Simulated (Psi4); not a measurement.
# InH3 (SMILES [InH3]): a chain of runs

Wanted: a structure relaxation (MP2/def2-SVP), then the harmonic vibrations, then a single-point energy (MP2/def2-TZVPP) of InH3. 

The results are computed with Psi4 1.11.

## Step 1: The molecule

InH3 has 4 atoms, charge 0, and is taken as a singlet. SMILES: `[InH3]`. All atoms were displaced at random from a relaxed shape. The run starts from this shape.

Bond lengths: In1–H2 1.741 Å, In1–H3 1.775 Å, In1–H4 1.712 Å. Angles: H2–In1–H3 118.8°, H2–In1–H4 123.9°, H3–In1–H4 116.8°.

## Step 2: A geometry optimisation at MP2/def2-SVP (density fitting, core potential, density fitting for correlation) (run 1)

Input file h3in.dat:

```
memory 1600 MB

molecule {
  0 1
  In     0.073064     0.000464     0.037075
  H      0.373367     1.557856     0.753881
  H     -1.095348    -0.117417    -1.293306
  H      0.670768    -1.473325     0.671338
  units angstrom
  symmetry c1
}

set globals {
  basis def2-SVP
  geom_maxiter 60
  num_frozen_docc 4
}

result = opt('mp2')
print_variables()
```

On the command line:

```sh
psi4 h3in.dat h3in.out -n 1
```

h3in.out:

```text
[...]
  Running in c1 symmetry.
[...]
  Nuclear repulsion =   19.664106229204329
[...]
  Multiplicity = 1
[...]
  Nalpha       = 12
  Nbeta        = 12
[...]
    Number of basis functions: 41
[...]
   @DF-RHF iter   1:  -190.89501635054259   -1.33669e+00   3.40900e-03 DIIS/ADIIS
[...]
   @DF-RHF iter   8:  -190.90523906629443    5.68434e-14   5.21120e-11 DIIS
[...]
  @DF-RHF Final Energy:  -190.90523906629443
   => Energetics <=
    Nuclear Repulsion Energy =             19.8285832193339182
    One-Electron Energy =                -375.8358993749699266
    Two-Electron Energy =                 165.1020770893416056
    Total Energy =                       -190.9052390662944276
[...]
 Multipole Moments:
 ------------------------------------------------------------------------------------
     Multipole            Electronic (a.u.)      Nuclear  (a.u.)        Total (a.u.)
 ------------------------------------------------------------------------------------
 L = 1.  Multiply by 2.5417464519 to convert [e a0] to [Debye]
 Dipole X            :         -0.0023128            0.0016335           -0.0006793
 Dipole Y            :         -0.0011893            0.0007742           -0.0004150
 Dipole Z            :          0.0008408           -0.0006150            0.0002258
 Magnitude           :                                                    0.0008275
[...]
  -Total Gradient:
     Atom            X                  Y                   Z
    ------   -----------------  -----------------  -----------------
       1       -0.000024106311    -0.000053940376     0.000015685572
       2        0.000014561377     0.000007361919     0.000001184472
       3        0.000015586959     0.000003224535     0.000001835979
       4       -0.000006042025     0.000043353922    -0.000018706023
[...]
```

The script printed:

```text
Optimizer: Optimization complete!
```

It took 12 s on 1 thread of Intel Xeon Platinum 8259CL at 2.50GHz (Skylake/Cascade Lake), shared host; peak memory 0.23 GiB.

Step by step:

```
step  energy from the first frame kept (eV)  largest force (eV/Å)
   0                                 0.0000                0.7425
   1                                -0.0110                0.4009
   2                                -0.0251                0.2251
   3                                -0.0309                0.0895
   4                                -0.0317                0.0548
   5                                -0.0319                0.0031
```

After the run. Bond lengths: In1–H2 1.728 Å, In1–H3 1.728 Å, In1–H4 1.727 Å. Angles: H2–In1–H3 120.0°, H2–In1–H4 120.0°, H3–In1–H4 120.0°.

## Step 3: The harmonic vibrations at MP2/def2-SVP (density fitting, core potential, density fitting for correlation) (run 2)

Input file h3in.in:

```
memory 1600 mb

molecule system {
  0 1
  In     0.070744     0.000167     0.037255
  H      0.458203     1.531970     0.736027
  H     -1.014586    -0.087764    -1.303916
  H      0.769702    -1.443191     0.679246
}

set {
  t 400.0
  num_frozen_docc 4
  rotational_symmetry_number 6
}

e, wfn = frequency("mp2/def2-SVP", return_wfn=True)
print_variables()
```

On the command line:

```sh
psi4 -n 1 h3in.in h3in.out
```

h3in.out:

```text
[...]
  Running in c1 symmetry.
[...]
  Nuclear repulsion =   19.828578185705116
[...]
  Multiplicity = 1
[...]
  Nalpha       = 12
  Nbeta        = 12
[...]
    Number of basis functions: 41
[...]
   @DF-RHF iter   1:  -190.89682663498527   -1.32557e+00   3.35809e-03 DIIS/ADIIS
[...]
   @DF-RHF iter  11:  -190.90522546550187   -2.84217e-14   2.38230e-11 DIIS
[...]
  @DF-RHF Final Energy:  -190.90522546550187
   => Energetics <=
    Nuclear Repulsion Energy =             19.8367648420749632
    One-Electron Energy =                -375.8526597287737445
    Two-Electron Energy =                 165.1106694211969170
    Total Energy =                       -190.9052254655018714
[...]
  -Total Gradient:
     Atom            X                  Y                   Z
    ------   -----------------  -----------------  -----------------
       1       -0.000155286865    -0.000189383303    -0.000164748156
       2        0.000003986851     0.000019582431    -0.000009927896
       3        0.000244430056     0.000004055952     0.000281591708
       4       -0.000093130042     0.000165744920    -0.000106915657
[...]
  ==> Harmonic Vibrational Analysis <==
[...]
  Freq [cm^-1]                 642.8814            643.0806            645.4360
[...]
  IR activ [km/mol]            239.1376            239.0504            316.2044
[...]
  Freq [cm^-1]                1830.2533           1830.7428           1848.0448
[...]
  IR activ [km/mol]            379.6555            379.5885             0.1365
[...]
  Total E_0, Enthalpy at 0 [K]                                                         -190.98931078 [Eh]
[...]
  Total H, Enthalpy at  400.00 [K]                                                     -190.98324621 [Eh]
[...]
  Total G, Gibbs energy at  400.00 [K]                                                 -191.02018866 [Eh]
[...]
```

Wall time 39 s (1 thread of Intel Xeon Platinum 8259CL at 2.50GHz (Skylake/Cascade Lake), shared host); peak memory 0.22 GiB.

## Step 4: The energy at MP2/def2-TZVPP (density fitting, core potential, density fitting for correlation) (run 3)

Input file h3in.xyz:

```xyz
4
H3In
In     0.070744     0.000167     0.037255
H      0.458203     1.531970     0.736027
H     -1.014586    -0.087764    -1.303916
H      0.769702    -1.443191     0.679246
```

Input file job.py:

```python
import psi4

psi4.set_memory('1600 MB')
psi4.set_num_threads(1)
psi4.set_output_file('psi4.out', False)

with open('h3in.xyz') as f:
    atoms = ''.join(f.readlines()[2:])
geom = psi4.geometry('0 1\n' + atoms + 'symmetry c1')

psi4.set_options(dict(basis='def2-TZVPP', reference='rhf', num_frozen_docc=4))

e = psi4.energy('mp2')
print(f'total energy {e:.8f} hartree = {e * 27.211386:.5f} eV')
```

On the command line:

```sh
python job.py
```

psi4.out:

```text
[...]
    !!!  WARNING: ECP capability is in beta. Please check occupations closely.  !!!
[...]
  Running in c1 symmetry.
[...]
  Nuclear repulsion =   19.828578185705116
[...]
  Multiplicity = 1
[...]
  Nalpha       = 12
  Nbeta        = 12
[...]
    Number of basis functions: 92
[...]
   @DF-RHF iter   1:  -190.88224640826314   -1.18893e+00   3.27244e-03 DIIS/ADIIS
[...]
   @DF-RHF iter   9:  -190.91394389838297   -2.70006e-12   3.36682e-09 DIIS
[...]
    Orbital Energies [Eh]
    ---------------------
    Doubly Occupied:
       1A     -5.382456     2A     -3.644379     3A     -3.633896
       4A     -3.633895     5A     -1.032358     6A     -1.024188
       7A     -1.024187     8A     -1.019660     9A     -1.019654
      10A     -0.560332    11A     -0.405777    12A     -0.405735
[...]
  @DF-RHF Final Energy:  -190.91394389838297
   => Energetics <=
    Nuclear Repulsion Energy =             19.8285781857051155
    One-Electron Energy =                -375.9120098109756896
    Two-Electron Energy =                 165.1694877268876098
    Total Energy =                       -190.9139438983829677
[...]
 Multipole Moments:
 ------------------------------------------------------------------------------------
     Multipole            Electronic (a.u.)      Nuclear  (a.u.)        Total (a.u.)
 ------------------------------------------------------------------------------------
 L = 1.  Multiply by 2.5417464519 to convert [e a0] to [Debye]
 Dipole X            :         -0.0022914            0.0016328           -0.0006586
 Dipole Y            :         -0.0011782            0.0007721           -0.0004061
 Dipole Z            :          0.0008316           -0.0006129            0.0002187
 Magnitude           :                                                    0.0008040
[...]
```

On the terminal:

```text
total energy -191.21806742 hartree = -5203.30864 eV
```

Wall time 4.2 s (1 thread of Intel Xeon Platinum 8259CL at 2.50GHz (Skylake/Cascade Lake), shared host); peak memory 0.21 GiB.

## Step 5: Results

```
                                                                   quantity             value
                               run 1, MP2/def2-SVP: total energy at the end     -191.00626 Eh
           run 1, MP2/def2-SVP: correlation energy (4 core orbitals frozen)        -101.0 mEh
                            run 2, MP2/def2-SVP: lowest harmonic wavenumber          643 cm⁻¹
                           run 2, MP2/def2-SVP: highest harmonic wavenumber         1848 cm⁻¹
                                     run 2, MP2/def2-SVP: zero-point energy       44.5 kJ/mol
run 2, MP2/def2-SVP: ideal-gas entropy at 400 K (symmetry number 6 as used)  58.0 cal/(mol K)
                                        run 3, MP2/def2-TZVPP: total energy     -191.21807 Eh
                 run 3, MP2/def2-TZVPP: HOMO energy (Hartree–Fock orbitals)         -11.04 eV
                 run 3, MP2/def2-TZVPP: LUMO energy (Hartree–Fock orbitals)           0.43 eV
               run 3, MP2/def2-TZVPP: HOMO–LUMO gap (Hartree–Fock orbitals)          11.47 eV
         run 3, MP2/def2-TZVPP: correlation energy (4 core orbitals frozen)        -304.1 mEh
```

What this shows: The optimisation (run 1, MP2/def2-SVP) took 6 steps and changed the energy by -0.032 eV. All 6 modes (run 2, MP2/def2-SVP) are real, so the shape is a minimum at this level.
